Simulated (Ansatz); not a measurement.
# Cl2FH2O2Ta: the cost of one run

Method: RHF/def2-SVP, in Ansatz 0.2.0.

### 1 The system as given

Bond lengths: Ta1–Cl2 2.470 Å, Ta1–O3 2.020 Å, O3–H4 1.010 Å, Ta1–Cl5 2.470 Å, Ta1–O6 2.020 Å, O6–H7 1.010 Å, Ta1–F8 1.930 Å. Angles: Cl2–Ta1–O3 90.0°, Cl2–Ta1–Cl5 90.0°, Cl2–Ta1–O6 120.0°, Cl2–Ta1–F8 120.0°, O3–Ta1–Cl5 180.0°, O3–Ta1–O6 90.0°, O3–Ta1–F8 90.0°, Cl5–Ta1–O6 90.0°, Cl5–Ta1–F8 90.0°, O6–Ta1–F8 120.0°, Ta1–O3–H4 109.5°, Ta1–O6–H7 109.5°.

Coordinates:

```xyz
8

Ta    0.0000    0.0000    0.0000
Cl    2.4700    0.0000    0.0000
O     0.0000    0.0000    2.0200
H    -0.2547   -0.9174    2.3571
Cl    0.0000    0.0000   -2.4700
O    -1.0100    1.7493    0.0000
H    -1.4859    1.8638    0.8834
F    -0.9650   -1.6714    0.0000
```

### 2 Preparing the start

input.yaml reads:

```yaml
crystal:
  periodic: [false, false, false]
  atoms:
    - { symbol: Ta, position_ang: [0.0, 0.0, 0.0] }
    - { symbol: Cl, position_ang: [2.47, 0.0, 0.0] }
    - { symbol: O, position_ang: [0.0, 0.0, 2.02] }
    - { symbol: H, position_ang: [-0.2547, -0.9174, 2.3571] }
    - { symbol: Cl, position_ang: [0.0, 0.0, -2.47] }
    - { symbol: O, position_ang: [-1.01, 1.7493, 0.0] }
    - { symbol: H, position_ang: [-1.4859, 1.8638, 0.8834] }
    - { symbol: F, position_ang: [-0.965, -1.6714, 0.0] }
basis:
  gaussian: { orbitals: def2-SVP }
hamiltonian:
  xc: hf
relax:
  f_tol: 0.02
  max_steps: 40
```

On the command line:

```
ansatz run input.yaml --threads 2 --pin off --max-ram 3072MiB --backend cpu --events-out ev --progress --plain --runs-dir out
```

Q: Estimate wall time and peak memory on 2 threads of Arm Neoverse V1, shared host.

About 53 s, with a peak of 0.28 GiB.
